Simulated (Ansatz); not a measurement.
**CHF3O3S (triflic acid) at 5 levels**

We compute a comparison of 5 runs (HF/STO-3G, HF/3-21G, HF/6-311G**, PBE0/def2-SVP, CAM-B3LYP/6-311+G**) of CHF3O3S (triflic acid). 

The results are computed with Ansatz 0.2.0.

3 further runs of the same task are left out: 2 for a known fault of the program, 1 that didn't finish. Runs told in other sessions of the task aren't counted.

## 1. The molecule

CHF3O3S has 9 atoms, charge 0, and is taken as a singlet. As SMILES, `O=S(=O)(O)C(F)(F)F`. The shape is that of a PBE0-D4/def2-TZVP optimisation. This is one conformer, not always the lowest.

Bond lengths: O1–S2 1.422 Å, S2–O3 1.414 Å, S2–O4 1.577 Å, S2–C5 1.848 Å, C5–F6 1.327 Å, C5–F7 1.320 Å, C5–F8 1.319 Å, O4–H9 0.968 Å. Some angles: O1–S2–O3 123.8°, O1–S2–O4 109.3°, O1–S2–C5 106.8°, O3–S2–O4 107.4°, O3–S2–C5 107.2°, O4–S2–C5 99.5°, S2–C5–F6 109.4°, S2–C5–F7 108.8°, S2–C5–F8 110.4°, F6–C5–F7 109.4°.

## 2. Energy and gradient at HF/STO-3G (run 1)

input.yaml

```yaml
crystal:
  periodic: [false, false, false]
  atoms:
    - {symbol: O, position_ang: [1.462890, -0.581870, 0.985740]}
    - {symbol: S, position_ang: [0.298500, -0.778940, 0.194370]}
    - {symbol: O, position_ang: [0.144480, -1.837650, -0.729970]}
    - {symbol: O, position_ang: [-0.972740, -0.777950, 1.128120]}
    - {symbol: C, position_ang: [0.003130, 0.796730, -0.725230]}
    - {symbol: F, position_ang: [-0.076560, 1.801740, 0.138180]}
    - {symbol: F, position_ang: [1.014380, 1.004120, -1.547510]}
    - {symbol: F, position_ang: [-1.120920, 0.723830, -1.412290]}
    - {symbol: H, position_ang: [-0.753170, -0.350000, 1.968590]}
basis:
  gaussian:
    orbitals: STO-3G
accuracy: high
output: {forces: true, orbitals: {seedname: orbitals}}
hamiltonian:
  xc: hf
```

On the command line:

```
$ ansatz run input.yaml --threads 1 --pin off --max-ram 3480MiB --events-out events.jsonl --progress --plain --runs-dir runs
```

Log:

```text
Warning: RAYON_NUM_THREADS=1 ignored (pool sized by the plan → 1); use --threads N
Functional definition: HF
  name "HF"
  exchange = exact_x
  correlation = 0
1045 factors; integrals over basis functions are off by at most 4.9e-8 eV
mean field evaluation 1: about -25737.2475 eV, gradient 6.4e1 eV
mean field evaluation 2: about -25737.5867 eV, gradient 6.4e1 eV
mean field evaluation 4: about -25751.2905 eV, gradient 4.9e0 eV
mean field evaluation 8: about -25751.4159 eV, gradient 1.2e-1 eV
mean field -25751.41594637 eV, -946.3470810925 hartree, gradient 3.0e-8 eV, S^2 0.000000; 0 other end points of the search recorded, 0 dependent functions left out
the calculation of the forces begins
reference -25751.41594637 eV, -946.3470810925 hartree; 37, 37 occupied and 8, 8 virtual orbitals, 1045 factors
Total energy: -25751.41594637 eV, -946.3470810925 hartree
Atom 0 at     1.462890    -0.581870     0.985740 Å, force     9.682801     1.609690     6.959332 eV/Å
Atom 1 at     0.298500    -0.778940     0.194370 Å, force    -2.331663     4.506539    -0.766059 eV/Å
Atom 2 at     0.144480    -1.837650    -0.729970 Å, force    -1.455068    -9.611128    -8.094847 eV/Å
Atom 3 at    -0.972740    -0.777950     1.128120 Å, force    -5.497591    -0.320031     2.517487 eV/Å
Atom 4 at     0.003130     0.796730    -0.725230 Å, force    -0.419912     0.756298     0.126194 eV/Å
Atom 5 at    -0.076560     1.801740     0.138180 Å, force    -0.173065     2.306277     2.005975 eV/Å
Atom 6 at     1.014380     1.004120    -1.547510 Å, force     2.576654     0.488060    -2.068699 eV/Å
Atom 7 at    -1.120920     0.723830    -1.412290 Å, force    -2.865430    -0.233873    -1.765904 eV/Å
Atom 8 at    -0.753170    -0.350000     1.968590 Å, force     0.483273     0.498168     1.086521 eV/Å
Dipole moment:    -0.238126     0.413432     0.281492 e Å
```

It took 2.4 s on 1 thread of Arm Neoverse V1, shared host; peak memory 0.33 GiB.

## 3. Energy and gradient at HF/3-21G (run 2)

in.yaml

```yaml
crystal:
  periodic: [false, false, false]
  atoms:
    - {symbol: O, position_ang: [1.462890, -0.581870, 0.985740]}
    - {symbol: S, position_ang: [0.298500, -0.778940, 0.194370]}
    - {symbol: O, position_ang: [0.144480, -1.837650, -0.729970]}
    - {symbol: O, position_ang: [-0.972740, -0.777950, 1.128120]}
    - {symbol: C, position_ang: [0.003130, 0.796730, -0.725230]}
    - {symbol: F, position_ang: [-0.076560, 1.801740, 0.138180]}
    - {symbol: F, position_ang: [1.014380, 1.004120, -1.547510]}
    - {symbol: F, position_ang: [-1.120920, 0.723830, -1.412290]}
    - {symbol: H, position_ang: [-0.753170, -0.350000, 1.968590]}
basis:
  gaussian:
    orbitals: 3-21G.json
hamiltonian:
  xc: hf
accuracy: high
output: {forces: true, orbitals: {seedname: orbitals}}
```

The basis set 3-21G is read from a file made from the Basis Set Exchange's data (not shown).

On the command line:

```
$ ansatz run in.yaml --threads 1 --pin off --max-ram 3480MiB --events-out events.jsonl --progress --plain --runs-dir runs
```

Log, cut to the lines that bear on the results:

```text
Warning: RAYON_NUM_THREADS=1 ignored (pool sized by the plan → 1); use --threads N
[... 2 set-up lines as earlier in the session ...]
[...]
1767 factors; integrals over basis functions are off by at most 7.9e-9 eV
[...]
mean field -25946.90564942 eV, -953.5311951720 hartree, gradient 5.7e-8 eV, S^2 0.000000; 0 other end points of the search recorded, 0 dependent functions left out
[...]
reference -25946.90564942 eV, -953.5311951720 hartree; 37, 37 occupied and 41, 41 virtual orbitals, 1767 factors
Total energy: -25946.90564942 eV, -953.5311951720 hartree
Atom 0 at     1.462890    -0.581870     0.985740 Å, force     7.492895     1.219091     5.252222 eV/Å
Atom 1 at     0.298500    -0.778940     0.194370 Å, force    -3.919189     5.375661    -1.725955 eV/Å
Atom 2 at     0.144480    -1.837650    -0.729970 Å, force    -0.741950    -7.318815    -6.289012 eV/Å
Atom 3 at    -0.972740    -0.777950     1.128120 Å, force    -2.135529     0.588823     2.109536 eV/Å
Atom 4 at     0.003130     0.796730    -0.725230 Å, force    -0.223735     0.426278    -0.132307 eV/Å
Atom 5 at    -0.076560     1.801740     0.138180 Å, force     0.029967     0.177320     0.657011 eV/Å
Atom 6 at     1.014380     1.004120    -1.547510 Å, force     0.687120    -0.081169    -0.380696 eV/Å
Atom 7 at    -1.120920     0.723830    -1.412290 Å, force    -0.577942    -0.337871    -0.230635 eV/Å
Atom 8 at    -0.753170    -0.350000     1.968590 Å, force    -0.611637    -0.049318     0.739836 eV/Å
Dipole moment:    -0.283616     0.492876     0.443187 e Å
```

Run time: 3.9 s. Hardware: 1 thread of Arm Neoverse V1, shared host; peak memory 0.33 GiB.

Runs 3 to 4 aren't shown in full; the table further down has their settings and results.

## 4. Energy and gradient at CAM-B3LYP/6-311+G(d,p) (run 5)

Changes to in.yaml since step 3:

```diff
@@ -13,7 +13,6 @@
 basis:
-  gaussian:
-    orbitals: 3-21G.json
-hamiltonian:
-  xc: hf
+  gaussian: {orbitals: 6-311+G_st__st_-spherical.json}
+total_charge: 0
 accuracy: high
+hamiltonian: {xc: {name: CAM-B3LYP}}
 output: {forces: true, orbitals: {seedname: orbitals}}
```

The basis set 6-311+G** is read from a file made from the Basis Set Exchange's data (not shown).

On the command line:

```
$ ansatz run in.yaml --threads 1 --pin off --max-ram 3480MiB --events-out events.jsonl --progress --plain --runs-dir runs
```

Log:

```text
Warning: RAYON_NUM_THREADS=1 ignored (pool sized by the plan → 1); use --threads N
[... 18 lines left out ...]
Total energy: -26179.14670462 eV, -962.0658965316 hartree
[... 9 lines left out ...]
Dipole moment:    -0.269216     0.356817     0.397358 e Å
```

Run time: 61 s. Hardware: 1 thread of Arm Neoverse V1, shared host; peak memory 1.3 GiB.

## 5. All runs side by side

| run | level | energy (Eh) | dipole moment (D) | HOMO energy (eV) | LUMO energy (eV) | wall time |
| --- | --- | --- | --- | --- | --- | --- |
| 1 | HF/STO-3G | -946.347081 | 2.66 | -8.22 | 8.56 | 2.4 s |
| 2 | HF/3-21G | -953.531195 | 3.46 | -13.56 | 4.52 | 3.9 s |
| 3 | HF/6-311G** | -958.937081 | 3.24 | -14.22 | 3.23 | 22 s |
| 4 | PBE0/def2-SVP | -960.764955 | 2.80 | -9.81 | 0.62 | 26 s |
| 5 | CAM-B3LYP/6-311+G** | -962.065897 | 2.87 | -11.71 | 0.11 | 61 s |

## 6. Outcome

```
                       quantity          value
            run 5: total energy  -962.06590 Eh
           run 5: dipole moment         2.87 D
             run 5: HOMO energy      -11.71 eV
             run 5: LUMO energy        0.11 eV
           run 5: HOMO–LUMO gap       11.82 eV
run 5: largest force on an atom     1.151 eV/Å
```

What this shows: The dipole moment (its size) runs from 2.66 D (HF/STO-3G) to 3.46 D (HF/3-21G). The HOMO–LUMO gap runs from 10.43 eV (PBE0/def2-SVP) to 18.07 eV (HF/3-21G). The two ends differ in method and basis. Totals of different functionals can't be ranked against each other. In run 1 the basis is minimal, so the values are rough. All runs together took 1.9 min, the longest 61 s.
